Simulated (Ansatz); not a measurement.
**Cl2H3SbSi: basis-set convergence**

An exercise on one series of results from a longer session: the logs are not shown, and one member is left open.

Program: Ansatz 0.2.0, Gaussian basis. Level of theory: one geometry, several basis sets. These are calculated values, not measurements.

Levels to be run: PBE0-D4/def2-SVP; ωB97M-V/def2-SVP; PBE0-D4/def2-QZVPP; ωB97M-V/def2-QZVPP; the functionals' def2-TZVPP values are taken from earlier runs.

## The geometry

The geometry comes from an earlier relaxation with PBE0-D4 in a triple-zeta def2 set; it is a stationary point, not always the lowest conformer. Sb takes the def2 core potential; no spin-orbit term is included.

SMILES `[SiH3][Sb]([Cl])[Cl]`, 7 atoms, charge 0, spin multiplicity 1.

Atoms are counted from 1 here; the program's logs count them from 0.

Bond lengths: Si1–Sb2 2.597 Å, Si1–H5 1.486 Å, Si1–H6 1.486 Å, Si1–H7 1.482 Å, Sb2–Cl3 2.356 Å, Sb2–Cl4 2.356 Å. Angles: Sb2–Si1–H5 108.6°, Sb2–Si1–H6 108.7°, Sb2–Si1–H7 107.7°, H5–Si1–H6 109.6°, H5–Si1–H7 111.0°, H6–Si1–H7 111.0°, Si1–Sb2–Cl3 91.6°, Si1–Sb2–Cl4 91.6°, Cl3–Sb2–Cl4 99.0°.

Coordinates:

```
Si   -0.3659    0.9293   -0.1924
Sb   -0.2951   -1.3860    0.9816
Cl    2.0011   -1.1499    1.4538
Cl   -0.1326   -2.5048   -1.0855
H    -0.2214    1.9895    0.8393
H    -1.6764    1.0768   -0.8779
H     0.7516    0.9770   -1.1647
```

The first run:

Contents of in.yaml:

```yaml
crystal:
  periodic: [false, false, false]
  atoms:
    - {symbol: Si, position_ang: [-0.365854, 0.929334, -0.192351]}
    - {symbol: Sb, position_ang: [-0.295149, -1.386016, 0.981635]}
    - {symbol: Cl, position_ang: [2.001118, -1.149874, 1.453821]}
    - {symbol: Cl, position_ang: [-0.132600, -2.504795, -1.085516]}
    - {symbol: H, position_ang: [-0.221426, 1.989532, 0.839253]}
    - {symbol: H, position_ang: [-1.676396, 1.076786, -0.877877]}
    - {symbol: H, position_ang: [0.751607, 0.977033, -1.164666]}
basis:
  gaussian: {orbitals: def2-SVP}
hamiltonian: {xc: pbe0, dispersion: d4}
output: {orbitals: {seedname: orbitals}}
```

On the command line:

```bash
ansatz run in.yaml --threads 2 --pin off --events-out ev --progress --plain --max-ram 32768MiB --backend cpu
```

Among the steps run: PBE0-D4 in def2-SVP; ωB97M-V in def2-SVP; PBE0-D4 in def2-QZVPP; ωB97M-V in def2-QZVPP.

One table of the session follows, with a row left open; its other results are not shown here.

It belongs to the step «Functionals by basis». 

| functional | basis | HOMO (eV) | LUMO (eV) |
| --- | --- | --- | --- |
| PBE0-D4 | def2-SVP | -7.21 | -1.74 |
| PBE0-D4 | def2-TZVPP | ? | ? |
| PBE0-D4 | def2-QZVPP | -7.34 | -1.99 |
| ωB97M-V | def2-SVP | -9.13 | 0.23 |
| ωB97M-V | def2-TZVPP | -9.27 | -0.06 |
| ωB97M-V | def2-QZVPP | -9.30 | -0.21 |

Q: Estimate the row for PBE0-D4, def2-TZVPP from the others.

**Answer.** HOMO (eV): -7.31; LUMO (eV): -1.92. In the column «HOMO (eV)» it lies between PBE0-D4, def2-QZVPP (-7.34) and PBE0-D4, def2-SVP (-7.21).
